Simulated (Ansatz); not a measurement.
The system is Al3Au.

```xyz
4
Lattice="-2.0253 2.0253 4.0566 2.0253 -2.0253 4.0566 2.0253 2.0253 -4.0566" Properties=species:S:1:pos:R:3 pbc="T T T"
Au    0.0000    0.0000    0.0000
Al    0.0000    0.0000    4.0566
Al    2.0253    0.0000    2.0283
Al    0.0000    2.0253    2.0283
```

The cell comes from a database or a generator and needn't be the stable form of this composition.

| Property | Result |
| --- | --- |
| Program | Ansatz 0.2.0 |
| Task | relaxation of cell and atoms |
| Functional | PBEsol |
| Potentials or basis | Ansatz PAW |
| Cutoff | 420 eV (not typed: the program's choice for these potentials) |
| k mesh | 9 × 9 × 9 |
| Occupations | fermi-dirac, width 0.05 eV |
| Spin | no spin polarisation |

At the start: volume 16.64 Å³/atom.

Q: Where does the relaxation end?

A: It ends after 5 steps and the volume is 16.20 Å³/atom (-2.7 %); space group I4/mmm (No. 139, to 0.05 Å).

The path:
| step | energy change (eV) | largest force (eV/Å) | volume (Å³) |
| --- | --- | --- | --- |
| 1 | 0.0000 | 0.0000 | 66.56 |
| 2 | -0.0094 | 0.0000 | 63.65 |
| 3 | -0.0158 | 0.0000 | 64.85 |
| 4 | -0.0158 | 0.0000 | 64.79 |
| 5 | -0.0152 | 0.0000 | 64.79 |

Final structure:
```
Au Al
1.0
    -2.00985    2.00985    4.00998
     2.00985   -2.00985    4.00998
     2.00985    2.00985   -4.00998
Au Al
1 3
Direct
  0.00000 0.00000 0.00000
  0.50000 0.50000 0.00000
  0.25000 0.75000 0.50000
  0.75000 0.25000 0.50000
```

Caveat: the plane-wave basis is chosen anew once the cell has moved, so the energies of steps on either side of that aren't comparable; the PAW data sets come from PBE, with cores solved anew for the run's functional, which leaves a small shift of forces and pressure.
